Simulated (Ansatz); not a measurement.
Task: a rigid scan of one bond length of C2H3ISi, SMILES IC1=C[SiH2]1, with Ansatz 0.2.0 through its Python package. Give the script and its output. Level of theory (for the species named): r2scan0, def2-SVP basis, multiplicity 1.

Input file `c2h3isi.xyz`:
```text
7

I    -1.67370   -2.21280    0.31790
C    -0.48570   -0.75510    0.13690
C     0.71970   -0.40340    0.35440
Si   -0.13540    0.89490   -0.39990
H     1.67030   -0.77810    0.75550
H    -0.36810    2.03330    0.54750
H     0.33420    1.15320   -1.75790
```

`scan_c2h3isi.py`
```python
"""Potential curve of C2H3ISi along one bond."""

import logging
import sys

import ansatz as az
import numpy as np

logging.basicConfig(stream=sys.stdout, format="%(levelname)s %(message)s")
log = logging.getLogger("calc")
log.setLevel(logging.INFO)


def main() -> None:
    c2h3isi = az.Crystal.molecule_from_extxyz("c2h3isi.xyz")

    symbols = [site.symbol for site in c2h3isi.cartesian_sites]
    start = np.array([site.position_ang for site in c2h3isi.cartesian_sites])
    axis = (start[6] - start[3]) / np.linalg.norm(start[6] - start[3])
    moving = [6]
    lengths, energies = [1.285, 1.343, 1.402, 1.46, 1.518, 1.577, 1.635, 1.723], []
    for length in lengths:
        xyz = start.copy()
        xyz[moving] += (length - np.linalg.norm(start[6] - start[3])) * axis
        point = az.Crystal.molecule()
        for symbol, place in zip(symbols, xyz):
            point = point.atom(symbol, place.tolist())
        base = point.calculation()
        base = base.basis(gaussian="def2-SVP")
        base = base.functional("R2SCAN0")
        report = base.run(threads=1, backend="cpu").report
        energies.append(report["free_energy_ev"])
        log.info(f"r = {length:6.3f} A  E = {energies[-1]:.5f} eV  <S^2> = {abs(report['mean_field']['state']['spin_squared']):.3f}")

    # quartic fit about the minimum
    fit = np.polynomial.Polynomial.fit(lengths, np.array(energies) - min(energies), 4).convert()
    roots = [r.real for r in fit.deriv().roots() if abs(r.imag) < 1e-9 and fit.deriv(2)(r.real) > 0]
    r_e = min(roots, key=lambda r: abs(r - lengths[int(np.argmin(energies))]))
    log.info(f"minimum of the fit at {r_e:.4f} A, force constant {fit.deriv(2)(r_e):.2f} eV/A^2")


if __name__ == "__main__":
    main()
```

```console
$ python scan_c2h3isi.py
INFO r =  1.285 A  E = -18093.79093 eV  <S^2> = 0.000
INFO r =  1.343 A  E = -18094.05862 eV  <S^2> = 0.000
INFO r =  1.402 A  E = -18094.21479 eV  <S^2> = 0.000
INFO r =  1.460 A  E = -18094.27854 eV  <S^2> = 0.000
INFO r =  1.518 A  E = -18094.27285 eV  <S^2> = 0.000
INFO r =  1.577 A  E = -18094.21204 eV  <S^2> = 0.000
INFO r =  1.635 A  E = -18094.11093 eV  <S^2> = 0.000
INFO r =  1.723 A  E = -18093.90122 eV  <S^2> = 0.000
INFO minimum of the fit at 1.4828 A, force constant 18.63 eV/A^2
```

Caveats:
- Total energies depend on the basis set; only differences at equal settings carry meaning.
- The rest of the molecule is held rigid at a force-field or estimated start geometry, and the basis set is modest; single-reference methods fail as a bond breaks.
- def2 sets replace the cores of elements past krypton by effective core potentials.
- The orbitals are restricted, so S² is zero by construction.
- It ran for 60 s on 1 thread of Arm Neoverse V1 (shared host), peak memory 0.26 GiB.
